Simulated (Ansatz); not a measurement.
Working through a geometry optimisation of C2H10AsGa, SMILES C[CH2][GaH2-][AsH3+]

With Ansatz 0.2.0, Python API.

Typed at the interpreter:
```pycon
>>> import itertools
>>> import ansatz
>>> from ase.data import atomic_numbers, covalent_radii
>>> import numpy as np
>>> mol = (
...     ansatz.Crystal.molecule()
...     .atom("C", (-1.59, 0.2764, 0.9992))
...     .atom("C", (-1.2093, -0.7666, -0.0406))
...     .atom("Ga", (0.2301, -0.0767, -1.2542))
...     .atom("As", (2.2629, 0.3236, 0.0535))
...     .atom("H", (-2.3905, -0.1264, 1.6547))
...     .atom("H", (-0.7095, 0.5315, 1.6262))
...     .atom("H", (-1.9646, 1.1953, 0.5004))
...     .atom("H", (-0.839, -1.6825, 0.4661))
...     .atom("H", (-2.0981, -1.0265, -0.6533))
...     .atom("H", (0.5328, -1.1661, -2.4004))
...     .atom("H", (-0.2549, 1.3023, -1.929))
...     .atom("H", (2.0394, 1.5877, 0.9462))
...     .atom("H", (2.5294, -0.9258, 0.9552))
...     .atom("H", (3.4614, 0.5538, -0.924))
... )
>>> model = mol.calculation()
>>> model = model.basis(gaussian="def2-SVP")
>>> model = model.functional("r2scan")
>>> symbols = [site.symbol for site in mol.cartesian_sites]
>>> start = np.array([site.position_ang for site in mol.cartesian_sites], dtype=float)
>>> def progress(event):
...     if event["event"] == "relax_step":
...         row = event["data"]
...         print(f"step {row['step']:3d}  E = {row['lagrangian_ev']:.6f} eV  largest force component {row['allowed_force_max_ev_ang']:.4f} eV/A")
...
>>> data = model.relax(force_tolerance=0.02).session().plan().execute(on_event=progress).report
step   1  E = -115437.445102 eV  largest force component 1.5944 eV/A
step   2  E = -115438.144552 eV  largest force component 0.8761 eV/A
step   3  E = -115438.262127 eV  largest force component 0.3568 eV/A
step   4  E = -115438.274238 eV  largest force component 0.0968 eV/A
step   5  E = -115438.259086 eV  largest force component 0.8144 eV/A
step   6  E = -115438.275422 eV  largest force component 0.0174 eV/A
>>> end = np.array(data["positions_ang"])
>>> for key in ("converged", "free_energy_ev", "reference_energy_ev", "n_frozen", "n_occupied", "n_virtual"):
...     print(f"{key:22s} {data[key]}")
...
converged              True
free_energy_ev         -115438.27543546229
reference_energy_ev    -115438.27543546229
n_frozen               0
n_occupied             [43, 43]
n_virtual              [99, 99]
>>> # pairs closer than 1.2 times the sum of covalent radii, before or after
>>> radius = [covalent_radii[atomic_numbers[s]] for s in symbols]
>>> span = lambda where, i, j: np.linalg.norm(where[i] - where[j])
>>> bonded = [(i, j) for i, j in itertools.combinations(range(len(symbols)), 2) if min(span(start, i, j), span(end, i, j)) < 1.2 * (radius[i] + radius[j])]
>>> print("pair        before    after (A)")
pair        before    after (A)
>>> for i, j in bonded:
...     print(f"{symbols[i]}{i}-{symbols[j]}{j}".ljust(10), f"{span(start, i, j):8.4f} {span(end, i, j):8.4f}")
...
C0-C1        1.5212   1.5286
C0-H4        1.1103   1.1047
C0-H5        1.1106   1.1048
C0-H6        1.1106   1.1027
C1-Ga2       2.0052   1.9917
C1-H7        1.1103   1.1050
C1-H8        1.1104   1.1068
Ga2-As3      2.4500   2.6632
Ga2-H9       1.6100   1.5759
Ga2-H10      1.6100   1.5781
As3-H11      1.5636   1.5124
As3-H12      1.5637   1.5132
As3-H13      1.5636   1.5119
>>> for first, second in list(itertools.combinations(bonded, 2)):
...     shared = set(first) & set(second)
...     if shared and symbols[(j := shared.pop())] != "H":
...         i, k = sorted((set(first) | set(second)) - {j})
...         u, v = end[i] - end[j], end[k] - end[j]
...         angle = np.degrees(np.arccos(np.clip(u @ v / np.linalg.norm(u) / np.linalg.norm(v), -1, 1)))
...         print(f"final angle {symbols[i]}{i}-{symbols[j]}{j}-{symbols[k]}{k}: {angle:.2f} deg")
...
final angle C1-C0-H4: 112.61 deg
final angle C1-C0-H5: 112.02 deg
final angle C1-C0-H6: 111.66 deg
final angle C0-C1-Ga2: 115.49 deg
final angle C0-C1-H7: 110.94 deg
final angle C0-C1-H8: 109.85 deg
final angle H4-C0-H5: 106.55 deg
final angle H4-C0-H6: 107.11 deg
final angle H5-C0-H6: 106.51 deg
final angle Ga2-C1-H7: 109.80 deg
final angle Ga2-C1-H8: 105.09 deg
final angle C1-Ga2-As3: 99.18 deg
final angle C1-Ga2-H9: 119.83 deg
final angle C1-Ga2-H10: 118.06 deg
final angle H7-C1-H8: 105.00 deg
final angle As3-Ga2-H9: 95.60 deg
final angle As3-Ga2-H10: 95.02 deg
final angle Ga2-As3-H11: 121.51 deg
final angle Ga2-As3-H12: 120.58 deg
final angle Ga2-As3-H13: 120.11 deg
final angle H9-Ga2-H10: 118.20 deg
final angle H11-As3-H12: 96.17 deg
final angle H11-As3-H13: 96.22 deg
final angle H12-As3-H13: 96.25 deg
>>> with open("c2h10asga_opt.xyz", "w") as handle:
...     handle.write(f"{len(symbols)}\nrelaxed C2H10AsGa\n")
...     handle.writelines(f"{s:2s} {x:11.6f} {y:11.6f} {z:11.6f}\n" for s, (x, y, z) in zip(symbols, end))
...
21
```

It writes `c2h10asga_opt.xyz`:
```text
14
relaxed C2H10AsGa
C    -1.607367    0.270254    1.015695
C    -1.254265   -0.768202   -0.049056
Ga   -0.024735   -0.139964   -1.484450
As    2.151552    0.304441   -0.015104
H    -2.360077   -0.098388    1.735387
H    -0.725491    0.571327    1.609181
H    -2.012416    1.192315    0.566489
H    -0.850910   -1.686974    0.413760
H    -2.171575   -1.092255   -0.576792
H     0.652429   -1.185646   -2.449640
H    -0.163433    1.351813   -1.980267
H     2.227976    1.462896    0.954109
H     2.658020   -0.747016    0.948118
H     3.480394    0.565400   -0.687430
```

Reading the output:
- These settings explore the input space; basis and method may be short of convergence.
- The end point is the stationary point reached from this start; no frequency run checks that it is a minimum, and the basis set is modest.
- The whole script took 93 s on 1 thread of Arm Neoverse V2, on a shared host, peak memory 0.31 GiB.

(Lines on the test bed's own set-up are left out of the output.)
